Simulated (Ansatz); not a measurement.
# SiGeH2 (triplet): wave-function methods side by side at a displaced geometry (v1), cc-pVDZ

One table from this session's results is given with a row withheld; the runs are named, their logs left out.

Program: Ansatz 0.2.0, Gaussian basis. Level of theory: cc-pVDZ, core rule «outside noble gas», up to 19 orbitals frozen. These are calculated values, not measurements.

To be run: UHF; CCSD(T) on ROHF; CCSD(T) on UHF; BCCD(T) on ROHF; CISD; CCSDT(Q) on ROHF; CCSDT(Q) on UHF; CASSCF and MRCISD+Q, 10 electrons in 10 orbitals; CASSCF and NEVPT2, 10 electrons in 10 orbitals.

23 further runs of the same task are left out: 7 that didn't finish, 16 set aside as unsound or not needed.

## The system

The geometry is a PBE0/def2-TZVP stationary point (not a proven minimum) with its atoms shifted at random (size 0.040 Å). No spin-orbit coupling is included. The filled d shell of Ge may be among the frozen orbitals whatever the setting's name suggests; the logs give the count.

4 atoms, charge 0, spin multiplicity 3.

Atoms are counted from 1 here; the program's logs count them from 0.

Bond lengths: Si1–Ge2 2.340 Å, Ge2–H3 1.625 Å, Ge2–H4 1.563 Å. Angles: Si1–Ge2–H3 126.9°, Si1–Ge2–H4 128.0°, H3–Ge2–H4 105.1°.

The first run:

File in.yaml:

```yaml
crystal:
  periodic: [false, false, false]
  atoms:
    - {symbol: Si, position_ang: [0.000673, 0.011182, 1.719025]}
    - {symbol: Ge, position_ang: [-0.000161, -0.004960, -0.620536]}
    - {symbol: H, position_ang: [0.047803, 1.287355, -1.604252]}
    - {symbol: H, position_ang: [-0.054973, -1.241469, -1.574450]}
basis:
  gaussian: {orbitals: cc-pVDZ}
magnetization: {spin_polarized: true, initial_magnetization: 2}
hamiltonian: {xc: hf}
output: {orbitals: {seedname: orbitals}}
```

Run with:

```bash
> ansatz run in.yaml --threads 1 --pin off --events-out ev --progress --plain --max-ram 2393MiB
```

Steps of the session up to this table: UHF; CCSD(T) on ROHF; CCSD(T) on UHF; BCCD(T) on ROHF; CISD; CCSDT(Q) on ROHF; CCSDT(Q) on UHF; CASSCF and MRCISD+Q, 10 electrons in 10 orbitals; CASSCF and NEVPT2, 10 electrons in 10 orbitals.

One table of the session follows, with a row left open; its other results are not shown here.

It belongs to the step «Misses and costs». 

```
          method  from UCCSDT(Q) (meV)
            ROHF               +5337.0
             UHF               +5194.4
            RMP2               +1228.4
            UMP2               +1265.5
            CISD                +622.4
           RCCSD                +225.5
           UCCSD                +220.2
        RCCSD(T)                 +51.5
        UCCSD(T)                 +50.8
         BCCD(T)                 +51.1
          RCCSDT                 +11.6
          UCCSDT                 +10.0
       RCCSDT(Q)                  +1.7
       UCCSDT(Q)                     0
  CASSCF valence                     ?
  NEVPT2 valence                +922.4
  MRCISD valence                +271.7
MRCISD+Q valence                 +21.5
```

**Question.** Estimate the row for CASSCF valence.

The run gave: from UCCSDT(Q) (meV): +3477.0. In the column «from UCCSDT(Q) (meV)» it lies between UMP2 (+1265.5) and UHF (+5194.4).

Caveats from the session: Restricted and unrestricted rows rest on different reference determinants; where their highest levels disagree by more than a few hundredths of an eV, they describe different states and don't form one ladder.
